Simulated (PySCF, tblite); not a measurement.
# Ga9N10H11: electronic excitations

What do calculations give for the electronic excitations of Ga9N10H11?

Computed with tblite 0.8.0 and PySCF 2.14.0 and routines of our own; the level stands in each step. Atoms count from 0.

## 1. The starting structure

30 atoms, charge 0, multiplicity 1; geometry from: force field, distance geometry or constructed start.

## 2. Geometry optimisation with GFN2-xTB

What the job is given:

```
{"job": {"kind": "relax", "xc": "GFN2-xTB", "basis": "xTB"}, "charge": 0, "multiplicity": 1}
N      0.004900     2.632900    -0.001600
Ga    -1.605300     3.562300    -0.006900
N     -3.199100     2.632400     0.001000
Ga    -3.205000     0.789100    -0.006200
N     -1.603100    -0.141500     0.003400
Ga    -0.003300     0.784200    -0.002600
N     -4.806300    -0.138600    -0.003300
Ga    -4.803000    -1.987600     0.001500
N     -3.201600    -2.917400    -0.000400
Ga    -1.604900    -1.991100     0.001600
N      3.202200     2.633500    -0.002100
Ga     1.599600     3.557700    -0.000000
N      1.598700    -0.139600     0.005000
Ga     3.206500     0.784100    -0.002700
N      4.804200    -0.135200     0.000200
Ga     1.600200    -1.989700     0.006300
N      3.204700    -2.913400     0.000900
Ga     4.805300    -1.993700    -0.001000
N     -0.000600    -2.913500     0.002500
H     -1.599300     5.110600     0.002700
H     -4.107300     3.158500     0.001500
H     -5.708000     0.381200    -0.000200
H     -6.145400    -2.760700     0.006600
H     -3.208500    -3.959600    -0.001500
H      4.105500     3.157300     0.000900
H      1.596000     5.108800     0.002500
H      5.707800     0.382000    -0.000700
H      3.203700    -3.954700     0.001200
H      6.149400    -2.764900    -0.002000
H      0.001100    -3.954900     0.003400
```

Run with:

```console
$ OMP_NUM_THREADS=1 python large_run.py task.json out
```

This one command runs all jobs of the session in turn.

Standard output:

```text
step      E/eV     max force
  0   -1244.65397    1.164
  1   -1244.73700    0.310
  2   -1244.74913    0.263
  3   -1244.76645    0.208
  4   -1244.77170    0.204
  5   -1244.78191    0.159
  6   -1244.78539    0.128
  7   -1244.78939    0.138
  8   -1244.79252    0.112
  9   -1244.79465    0.090
 10   -1244.79546    0.076
 11   -1244.79587    0.059
 12   -1244.79622    0.053
 13   -1244.79653    0.036
 14   -1244.79675    0.028
 15   -1244.79687    0.023
 16   -1244.79695    0.023
 17   -1244.79701    0.021
 18   -1244.79706    0.016
```

Run time: 1.3 s. Hardware: 1 thread of Arm Neoverse N1, shared host; peak memory 0.16 GiB.

Step by step:

```tsv
step	energy from step 0 (eV)	largest force (eV/Å)
0	0.0000	1.1636
1	-0.0830	0.3097
2	-0.0952	0.2626
3	-0.1125	0.2078
4	-0.1177	0.2040
5	-0.1279	0.1596
6	-0.1314	0.1283
7	-0.1354	0.1384
8	-0.1385	0.1118
9	-0.1407	0.0901
10	-0.1415	0.0760
11	-0.1419	0.0589
12	-0.1422	0.0535
13	-0.1426	0.0358
14	-0.1428	0.0285
15	-0.1429	0.0234
16	-0.1430	0.0225
17	-0.1430	0.0210
18	-0.1431	0.0157
```

Distances of close pairs at the start and the end, largest changes first:

```tsv
bond	before (Å)	after (Å)	change (Å)
N2–H20	1.050	1.016	-0.034
N10–H24	1.044	1.016	-0.028
N18–H29	1.041	1.015	-0.027
N8–H23	1.042	1.016	-0.026
N16–H27	1.041	1.016	-0.025
N14–Ga17	1.859	1.834	-0.025
N14–H26	1.041	1.016	-0.025
N6–H21	1.041	1.016	-0.024
```

The end geometry stands in the next job.

## 3. Electronic excitations: TDDFT PBE/def2-SVP

What the job is given:

```
{"job": {"kind": "uv", "basis": "def2-SVP", "grid": 1, "kgrid": 0, "vcut": null, "nstates": 6, "ntriplets": 2, "tda": false, "delta": ["ip_vertical"], "pop": true, "xc": "PBE"}, "charge": 0, "multiplicity": 1}
N     -0.000688     2.628888    -0.003788
Ga    -1.589026     3.564775    -0.000991
N     -3.163197     2.624401    -0.000744
Ga    -3.198935     0.773284    -0.001244
N     -1.597611    -0.141166     0.001210
Ga    -0.000583     0.782906    -0.000161
N     -4.787529    -0.171261    -0.003810
Ga    -4.830369    -2.004703     0.001242
N     -3.221408    -2.883070    -0.000502
Ga    -1.606045    -1.984264     0.000912
N      3.162497     2.623994    -0.002522
Ga     1.588345     3.564122    -0.000453
N      1.596579    -0.140869     0.004139
Ga     3.198362     0.772988     0.000332
N      4.787273    -0.171508    -0.000169
Ga     1.605298    -1.983872     0.002599
N      3.220576    -2.882624     0.001476
Ga     4.829960    -2.004740    -0.000258
N     -0.000282    -2.883779     0.002559
H     -1.573708     5.115862     0.000727
H     -4.053558     3.113312    -0.000308
H     -5.651851     0.363568    -0.000735
H     -6.168866    -2.776342     0.006385
H     -3.190539    -3.898971    -0.000763
H      4.052794     3.112936     0.000476
H      1.572645     5.115155     0.002430
H      5.651421     0.363592    -0.001329
H      3.189403    -3.898527     0.001518
H      6.167993    -2.777416    -0.002134
H      0.000239    -3.898532     0.003809
```

With the program's defaults for keys left out, this is: TDDFT PBE/def2-SVP, vertical, gas phase, core orbitals frozen in the response.

Standard output:

```text
start: PBE on a coarse grid of 136628 points
cycle   1  E = -17871.3272162366  dE = -1.673e+00  |g| = 2.666e+00  |ddm| = 7.363e+00
cycle   2  E = -17865.9898877101  dE =  5.337e+00  |g| = 5.399e+00  |ddm| = 6.637e+00
cycle   3  E = -17872.2353475652  dE = -6.245e+00  |g| = 9.143e-01  |ddm| = 5.563e+00
cycle   4  E = -17872.4450139633  dE = -2.097e-01  |g| = 1.855e-01  |ddm| = 9.594e-01
cycle   5  E = -17872.4396302502  dE =  5.384e-03  |g| = 2.108e-01  |ddm| = 3.426e-01
cycle   6  E = -17872.4508287433  dE = -1.120e-02  |g| = 3.673e-02  |ddm| = 2.049e-01
cycle   7  E = -17872.4511970686  dE = -3.683e-04  |g| = 1.494e-02  |ddm| = 5.254e-02
cycle   8  E = -17872.4512430506  dE = -4.598e-05  |g| = 6.449e-03  |ddm| = 1.716e-02
final grid: 136628 points
cycle   9  E = -17872.4511708589  dE =  7.219e-05  |g| = 1.774e-02  |ddm| = 2.063e-02
cycle  10  E = -17872.4505882288  dE =  5.826e-04  |g| = 5.179e-02  |ddm| = 5.830e-02
cycle  11  E = -17872.4512449138  dE = -6.567e-04  |g| = 3.926e-03  |ddm| = 4.386e-02
cycle  12  E = -17872.4512457859  dE = -8.721e-07  |g| = 7.802e-04  |ddm| = 3.642e-03
cycle  13  E = -17872.4512414372  dE =  4.349e-06  |g| = 1.697e-04  |ddm| = 7.908e-04
cycle  14  E = -17872.4512479630  dE = -6.526e-06  |g| = 3.907e-05  |ddm| = 1.700e-04
converged SCF energy = -17872.4512479630
Vertical ionisation energy (delta-SCF) = 6.8995 eV   <S^2> = 0.754

Static polarisability (au): isotropic 309.504, principal 164.059 353.771 410.681

Singlet excitations
state   eV       nm        f      main configurations
  1   3.6162    342.9   0.00000   H->L 1.00
  2   3.8253    324.1   0.00000   H-1->L 0.99
  3   3.9546    313.5   0.00009   H-2->L 1.00
  4   4.0543    305.8   0.00000   H-3->L 0.99
  5   4.2197    293.8   0.00024   H-4->L 0.99
  6   4.4537    278.4   0.00183   H->L+2 0.81, H->L+1 0.17

Triplet excitations (Tamm-Dancoff, eV): 3.5285 3.7293
```

Wall time 3.1 min (1 thread of Arm Neoverse N1, shared host); peak memory 0.62 GiB.

Frontier orbitals and where they lie:

```tsv
orbital	eV	atoms
HOMO−4	-5.82	N0 15 %, N12 14 %, N4 14 %
HOMO−3	-5.66	N6 20 %, N14 20 %, N4 19 %
HOMO−2	-5.57	N10 20 %, N2 20 %, N18 19 %
HOMO−1	-5.44	N16 14 %, N8 14 %, N2 11 %
HOMO	-5.23	N18 22 %, N8 12 %, N16 12 %
LUMO	-1.65	Ga5 12 %, Ga15 9 %, Ga9 9 %
LUMO+1	-0.81	Ga13 12 %, Ga3 12 %, Ga7 7 %
LUMO+2	-0.80	Ga11 26 %, Ga1 26 %, Ga17 14 %
LUMO+3	-0.73	Ga1 30 %, Ga11 30 %, N0 8 %
```

Leading natural transition orbitals of singlet state 6: the hole lies on N18 24 %; 4 N atoms about 12 % each; the particle on Ga1, Ga11 about 17 % each; Ga7, Ga17 about 7 % each.

Leading natural transition orbitals of singlet state 1: the hole lies on N18 21 %; 4 N atoms about 12 % each; the particle on Ga5 11 %; N4, N12 about 8 % each.

Further results of this job:

```tsv
property	computed
dipole moment (D)	1.03
polarisability (Å³)	45.86
HOMO–LUMO gap (eV)	3.58
−ε(HOMO) (eV)	5.23
```

Orbitals, density, ELF and potential are computed afterwards from the orbital file.

Frontier orbitals at PBE/def2-SVP, with the share of their density that lies nearest to each atom:

```tsv
orbital	energy (eV)	lies on
HOMO	-5.23	N18 22 %; 4 N atoms about 12 % each
LUMO	-1.65	Ga5 10 %; N4, N12 about 8 % each; 4 Ga atoms about 6 % each
```

ELF in a plane through or near 30 of the atoms.

Ten even steps from ' ' (0.00) to '@' (1.00):
```
                                                        
                                                        
                                                        
                ....      ....      ....                
      ..--..  ..@@@@::  ::@@@@--  --@@@@..  ..--..      
    --@@@@%%....@@@@::  ::@@@@--  ::@@@@....%%@@@@--    
    %%@@@@##..--==--==..++++==++..==--==--..%%@@@@%%    
    **@@@@::----****::==..****::++::****==**..@@@@++    
        ..::::::    ::::::    ::::::    ::::::..        
        ==##::**::..##::##::::##--##::::##==##==        
      --@@@@**##==++******====++**++++==##**@@@@--      
        ##**....==++......====......++==::..**##        
              ::####--  ==####==  --####::              
            ##@@**--==::==**++==::==++**@@##            
            %%@@++--::--::------==::--++@@%%            
              ..  ..----==....------..  ..              
                  ++@@@@@@--::@@@@@@==                  
                  ..@@@@%%    %%@@@@..                  
                      ..        ..                      
                                                        
```
The map spans 17.5 Å across and 15.4 Å up, centred on the molecule. Atoms in the plane (x, y in Å): N0 (0.0, -2.6), Ga1 (1.6, -3.6), N2 (3.2, -2.6), Ga3 (3.2, -0.8), N4 (1.6, 0.1), Ga5 (0.0, -0.8), N6 (4.8, 0.2), Ga7 (4.8, 2.0), N8 (3.2, 2.9), Ga9 (1.6, 2.0), N10 (-3.2, -2.6), Ga11 (-1.6, -3.6), N12 (-1.6, 0.1), Ga13 (-3.2, -0.8), N14 (-4.8, 0.2), Ga15 (-1.6, 2.0), N16 (-3.2, 2.9), Ga17 (-4.8, 2.0), N18 (0.0, 2.9), H19 (1.6, -5.1), H20 (4.1, -3.1), H21 (5.7, -0.4), H22 (6.2, 2.8), H23 (3.2, 3.9), H24 (-4.1, -3.1), H25 (-1.6, -5.1), H26 (-5.7, -0.4), H27 (-3.2, 3.9), H28 (-6.2, 2.8), H29 (0.0, 3.9).

On the surface of density 0.002 e/bohr³ the electrostatic potential runs, from the 1st to the 99th percentile, from -0.65 V near N18 to 1.40 V near H29.

## 4. Results

| quantity | value |
| --- | --- |
| lowest singlet (PBE/def2-SVP) | 3.62 eV (343 nm), f = 0.000 |
| brightest single state of those computed | state 6, 4.45 eV, f = 0.002 |
| lowest triplet | 3.53 eV |
| surface potential, 1st and 99th percentile | -0.65 V and 1.40 V |

In words: The lowest singlet, at 3.62 eV, is HOMO→LUMO 1.00 and is dark; of the 6 states computed, the strongest absorption comes from state 6 at 4.45 eV (the last computed, so partners may be missing). The lowest triplet lies 0.09 eV below the lowest singlet (triplets in Tamm-Dancoff, singlets in full TDDFT). By nearest atom (PBE/def2-SVP), the HOMO sits on N18 22 %; 4 N atoms about 12 % each and the LUMO on Ga5 10 %; N4, N12 about 8 % each.
